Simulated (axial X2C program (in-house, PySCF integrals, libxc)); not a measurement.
# PtB: from the state search to constants, part 2 of 2

Computed with an in-house X2C program for linear molecules on PySCF integrals; all-electron X2C, Pt dyall-cv3z, B dyall-v3z. The steps go on from the part before.

## Step 9: PBE0, 2c

State followed: Ω = 1/2 (excess of +ω over −ω: ω = 1/2). The scan is laid around 1.758 Å, a first estimate of the minimum, and this SCF restarts from the orbitals of the search.

The SCF at the reference distance of 1.758 Å:

```text
two-component X2C + atomic mean field  PBE0
basis functions 220  fitting functions 1124  grid points 5076
iter        total energy     max residual
   1     -18442.149048769     1.39e-05
   2     -18442.149048774     2.62e-05
   3     -18442.149048783     7.23e-06
   4     -18442.149048785     5.85e-06
   5     -18442.149048789     2.46e-06
   6     -18442.149048789     1.32e-06
converged
one-electron -25499.02278715  Coulomb 7321.49921451  exact exchange -89.84790704  xc functional -275.28016701  nuclear repulsion 117.39426181  atomic mean-field constant -16.89166391
```

Along the bond, energies from the lowest point:

| R (Å) | E (eV) | μ (D) | HOMO (eV) | LUMO (eV) | iterations |
| --- | --- | --- | --- | --- | --- |
| 1.530 | 1.2068 | -1.13 | -6.07 | -3.29 | 14 |
| 1.600 | 0.4977 | -1.16 | -6.15 | -3.39 | 14 |
| 1.653 | 0.1940 | -1.18 | -6.20 | -3.46 | 14 |
| 1.705 | 0.0388 | -1.18 | -6.25 | -3.53 | 14 |
| 1.758 | 0.0000 | -1.18 | -6.28 | -3.59 | 6 |
| 1.819 | 0.0653 | -1.18 | -6.32 | -3.66 | 15 |
| 1.881 | 0.2176 | -1.16 | -6.34 | -3.72 | 15 |
| 1.960 | 0.4978 | -1.14 | -6.37 | -3.79 | 15 |
| 2.057 | 0.9119 | -1.09 | -6.40 | -3.84 | 16 |
| 2.197 | 1.5527 | -0.97 | -6.36 | -3.85 | 18 |

Dipoles are positive if B is the positive end.

Outer spinors at the reference distance:

```json
{"ω": "1/2", "occupied": "yes", "ε (eV)": "-13.14", "atomic character": "39% B s, 38% Pt d, 13% Pt s", "λ mixture": "99% σ, 1% π"}
{"ω": "-1/2", "occupied": "yes", "ε (eV)": "-12.95", "atomic character": "42% Pt d, 33% B s, 12% Pt s", "λ mixture": "99% σ, 1% π"}
{"ω": "-1/2", "occupied": "yes", "ε (eV)": "-9.40", "atomic character": "78% Pt d, 13% B p, 3% B s", "λ mixture": "93% π, 7% σ"}
{"ω": "1/2", "occupied": "yes", "ε (eV)": "-9.39", "atomic character": "72% Pt d, 13% B p, 6% B s", "λ mixture": "80% π, 20% σ"}
{"ω": "3/2", "occupied": "yes", "ε (eV)": "-9.12", "atomic character": "84% Pt d, 13% B p", "λ mixture": "81% π, 19% δ"}
{"ω": "-3/2", "occupied": "yes", "ε (eV)": "-9.06", "atomic character": "86% Pt d, 11% B p", "λ mixture": "72% π, 28% δ"}
{"ω": "1/2", "occupied": "yes", "ε (eV)": "-8.31", "atomic character": "48% Pt d, 22% B p, 17% B s", "λ mixture": "81% σ, 19% π"}
{"ω": "-3/2", "occupied": "yes", "ε (eV)": "-7.94", "atomic character": "92% Pt d, 6% B p", "λ mixture": "71% δ, 29% π"}
{"ω": "3/2", "occupied": "yes", "ε (eV)": "-7.81", "atomic character": "93% Pt d, 5% B p", "λ mixture": "81% δ, 19% π"}
{"ω": "-1/2", "occupied": "yes", "ε (eV)": "-7.48", "atomic character": "46% Pt d, 22% B s, 16% Pt s", "λ mixture": "94% σ, 6% π"}
{"ω": "5/2", "occupied": "yes", "ε (eV)": "-7.19", "atomic character": "99% Pt d", "λ mixture": "100% δ"}
{"ω": "-5/2", "occupied": "yes", "ε (eV)": "-6.97", "atomic character": "99% Pt d", "λ mixture": "100% δ"}
{"ω": "1/2", "occupied": "yes", "ε (eV)": "-6.28", "atomic character": "39% Pt s, 39% B p, 9% Pt d", "λ mixture": "100% σ"}
{"ω": "-1/2", "occupied": "no", "ε (eV)": "-3.59", "atomic character": "39% B p, 31% Pt s, 19% Pt p", "λ mixture": "100% σ"}
{"ω": "-1/2", "occupied": "no", "ε (eV)": "-2.19", "atomic character": "47% B p, 39% Pt p, 10% Pt d", "λ mixture": "97% π, 3% σ"}
{"ω": "1/2", "occupied": "no", "ε (eV)": "-1.91", "atomic character": "44% B p, 40% Pt p, 10% Pt d", "λ mixture": "84% π, 16% σ"}
{"ω": "3/2", "occupied": "no", "ε (eV)": "-1.85", "atomic character": "47% B p, 36% Pt p, 12% Pt d", "λ mixture": "100% π"}
```

PBE0 fields in the half plane through the axis: z from -2.4 to 3.9 Å across, distance from the axis 0.15 to 2.25 Å upwards; Pt lies at z = 0 and B at z = 1.758 Å; the ELF is damped to zero where the density is low.

log10 density (e/bohr³). Ten even steps from ' ' (-4.48 ) to '@' (1.86 ):
```
    ......::::::::::::::::::..........      
  ......::::::--------::::::::::::......    
  ....::::----------------------::::::....  
....::::----==============----------::::....
....::----====++++++++============----::::..
..::::--====++******++++++++++======----::..
..::----==++**######**++++++++++++====--::::
..::----==++##%%@@%%****++**%%++++====--::::
```

ELF. Ten even steps from '0' (0.00 ) to '9' (1.00 ):
```
0000001111100000000000
0000111222111111111000
0001112222222334454200
0001122333334556788730
0001123343346678999972
0001123565347668999995
0001135545547204999997
0001146334556190999998
```

Re = 1.752 Å, ωe = 925 cm⁻¹, ωexe = 4.96 cm⁻¹, Be = 0.5268 cm⁻¹, De = 5.24 eV, μ = -1.18 D.

## Step 10: HF, 2c

The SCF at the reference distance of 1.758 Å:

```text
two-component X2C + atomic mean field  HF
basis functions 220  fitting functions 1124  grid points 5076
iter        total energy     max residual
   1     -18436.412602909     1.02e+00
   2     -18436.452586714     1.47e-02
   3     -18436.452180101     2.01e-02
   4     -18436.457362363     3.91e-03
   5     -18436.457935392     2.15e-03
   6     -18436.458171597     1.85e-03
   7     -18436.458430309     7.69e-04
   8     -18436.458519706     2.76e-04
   9     -18436.458538148     2.44e-04
  10     -18436.458546391     2.13e-04
  11     -18436.458554550     1.83e-04
  12     -18436.458562975     1.03e-04
  13     -18436.458565306     5.46e-05
  14     -18436.458565853     3.98e-05
  15     -18436.458566107     2.19e-05
  16     -18436.458566162     6.85e-06
  17     -18436.458566168     3.13e-06
  18     -18436.458566170     1.98e-06
converged
one-electron -25502.66708304  Coulomb 7325.33439575  exact exchange -359.62847677  xc functional 0.00000000  nuclear repulsion 117.39426181  atomic mean-field constant -16.89166391
```

Re = 1.776 Å, ωe = 807 cm⁻¹, ωexe = 5.94 cm⁻¹, Be = 0.5129 cm⁻¹, De = 2.22 eV, μ = -1.45 D.

## Step 11: B3LYP, 2c

The SCF at the reference distance of 1.758 Å:

```text
two-component X2C + atomic mean field  B3LYP
basis functions 220  fitting functions 1124  grid points 5076
iter        total energy     max residual
   1     -18442.733351957     1.17e-01
   2     -18442.733953544     5.80e-03
   3     -18442.726368265     1.94e-02
   4     -18442.734670129     2.67e-03
   5     -18442.734767458     1.27e-03
   6     -18442.734792718     3.16e-04
   7     -18442.734794729     7.44e-05
   8     -18442.734794936     2.66e-05
   9     -18442.734795012     5.80e-06
  10     -18442.734795016     2.71e-06
  11     -18442.734795017     1.25e-06
converged
one-electron -25498.10249192  Coulomb 7320.55539982  exact exchange -71.87088384  xc functional -293.81941698  nuclear repulsion 117.39426181  atomic mean-field constant -16.89166391
```

Re = 1.761 Å, ωe = 906 cm⁻¹, ωexe = 5.02 cm⁻¹, Be = 0.5218 cm⁻¹, De = 5.08 eV, μ = -1.10 D.

## Step 12: MP2 and beyond, 2c

Correlated methods: 13 electrons correlated (frozen shells, counted by type: Pt 5 s, 4 p, 2 d, 1 f; B 1 s), 269 virtual spinors in MP2, 90 natural virtuals in coupled cluster.

Output of the correlated part at 1.758 Å:

```text
correlated 13  virtual 269  natural virtual 90  E(MP2) -0.491637220  MP2 remainder -0.029932968
iter   CCSD correlation   residual
   1     -0.395313733   2.55e-01
   2     -0.417260162   1.31e-01
   3     -0.422652309   4.20e-02
   4     -0.423695688   2.26e-02
   5     -0.424215831   1.02e-02
   6     -0.424381224   4.39e-03
   7     -0.424366562   2.31e-03
   8     -0.424396282   1.18e-03
   9     -0.424383954   6.81e-04
  10     -0.424395483   3.03e-04
  11     -0.424389743   1.24e-04
  12     -0.424391005   5.58e-05
  13     -0.424391312   3.31e-05
  14     -0.424391613   1.76e-05
  15     -0.424391857   7.49e-06
  16     -0.424391892   3.51e-06
  17     -0.424391856   1.52e-06
  18     -0.424391875   7.75e-07
(T) -0.028883034  T1 0.0509  D1 0.1246  max T2 0.057
```

MP2: Re = 1.725 Å, ωe = 1103 cm⁻¹, Be = 0.5438 cm⁻¹, De = 5.87 eV.

CCSD: Re = 1.752 Å, ωe = 932 cm⁻¹, ωexe = 5.25 cm⁻¹, Be = 0.5269 cm⁻¹, De = 4.71 eV. T1 at Re = 0.036 (Lee–Taylor, the printed value over √2).

CCSD(T): Re = 1.759 Å, ωe = 941 cm⁻¹, ωexe = 4.56 cm⁻¹, Be = 0.523 cm⁻¹, De = 5.09 eV. T1 at Re = 0.036 (Lee–Taylor, the printed value over √2).

## Step 13: A higher determinant, 2c

State: Ω = 5/2 (excess of +ω over −ω: ω = 5/2).

Output at the reference distance:

```text
two-component X2C + atomic mean field  PBE0
basis functions 220  fitting functions 1124  grid points 5076
iter        total energy     max residual
   1     -18442.101953404     8.30e-06
   2     -18442.101953399     2.07e-05
   3     -18442.101953410     2.32e-06
   4     -18442.101953410     1.72e-06
converged
one-electron -25492.04211224  Coulomb 7314.46514989  exact exchange -89.82725983  xc functional -275.20032913  nuclear repulsion 117.39426181  atomic mean-field constant -16.89166391
```

| R (Å) | E above the lowest PBE0 point (eV) |
| --- | --- |
| 1.530 | 3.399 |
| 1.600 | 2.395 |
| 1.653 | 1.878 |
| 1.705 | 1.517 |
| 1.758 | 1.282 |
| 1.819 | 1.130 |
| 1.881 | 1.080 |
| 1.960 | 1.125 |
| 2.057 | 1.292 |

Re = 1.888 Å, ωe = 711 cm⁻¹, ωexe = 3.9 cm⁻¹, Be = 0.4539 cm⁻¹, μ = -1.36 D. Te = 1.08 eV.

## Step 14: The 2c curves together

Energy (eV) of the followed determinant, 2c, from each level's lowest point:

| R (Å) | PBE0 | HF | MP2 | CCSD | CCSD(T) | B3LYP |
| --- | --- | --- | --- | --- | --- | --- |
| 1.530 | 1.207 | 1.220 | 1.169 | n/a | n/a | 1.272 |
| 1.600 | 0.498 | 0.540 | 0.428 | 0.504 | 0.556 | 0.542 |
| 1.653 | 0.194 | 0.237 | 0.126 | 0.197 | 0.228 | 0.223 |
| 1.705 | 0.039 | 0.067 | 0.000 | 0.039 | 0.053 | 0.053 |
| 1.758 | 0.000 | 0.000 | 0.015 | 0.000 | 0.000 | 0.000 |
| 1.819 | 0.065 | 0.018 | 0.171 | 0.067 | 0.057 | 0.049 |
| 1.881 | 0.218 | 0.109 | 0.433 | 0.221 | 0.209 | 0.185 |
| 1.960 | 0.498 | 0.297 | 0.867 | 0.503 | 0.498 | 0.446 |
| 2.057 | 0.912 | n/a | n/a | n/a | n/a | 0.838 |
| 2.197 | 1.553 | n/a | n/a | n/a | n/a | 1.448 |

Time for the job: 4.3 min (1 thread of Arm Neoverse V1, shared host).

## Step 15: Results

What follows sums up all 2 parts.

Lowest determinant that the search found at its distance, spin-free: M_S = 1/2, Λ = 0 (beyond closed shells: σα).

Lowest determinant that the search found at its distance, 2c: Ω = 1/2 (excess of +ω over −ω: ω = 1/2).

```
Hamiltonian    level  Re (Å)  ωe (cm⁻¹)  De (eV)  μ (D)
  spin-free     PBE0   1.751        929     5.53  -1.17
  spin-free       HF   1.773        817     2.53  -1.41
  spin-free      MP2   1.727       1090     6.26    n/a
  spin-free     CCSD   1.751        934     5.07    n/a
  spin-free  CCSD(T)   1.759        937     5.46    n/a
  spin-free    B3LYP   1.759        912     5.42  -1.08
         2c     PBE0   1.752        925     5.24  -1.18
         2c       HF   1.776        807     2.22  -1.45
         2c      MP2   1.725       1103     5.87    n/a
         2c     CCSD   1.752        932     4.71    n/a
         2c  CCSD(T)   1.759        941     5.09    n/a
         2c    B3LYP   1.761        906     5.08  -1.10
```

Dipoles are positive if B is the positive end. Spin-free ⟨S²⟩ is off its pure value at HF 0.83.

Time per point (s) on 1 thread of Arm Neoverse V1, shared host (2c runs; CCSD comes with the CCSD(T) run); the times are rough: PBE0 1.1, HF 2.5, MP2 3.5, CCSD(T) 9.5, B3LYP 1.2.

At CCSD(T), going from spin-free to two-component changes Re by 0 mÅ, ωe by +0.4 %; the spin-free picture holds up (part of it comes from the scalar share of the two-electron terms). De moves by -0.36 eV; both De rest on single-determinant atoms, which can miss part of an open shell's spin–orbit lowering.

De refers to Pt + B, each in the lowest determinant found, which need not be this curve's own limit. The state is a single determinant with fixed occupations, the lowest that a limited PBE0 search found. Dissociation energies refer to the lowest single-determinant-based atoms at the same level and basis. Density functionals use the spin component along the axis (collinear). Coupled cluster ran in a truncated set of natural virtual spinors; the MP2 energy of the rest was added. Some points did not converge and are left out. The spin-free determinant is spin-contaminated at some levels, which hurts MP2 most. T1 at Re is 0.036 (Lee–Taylor), above the customary mark of 0.02.
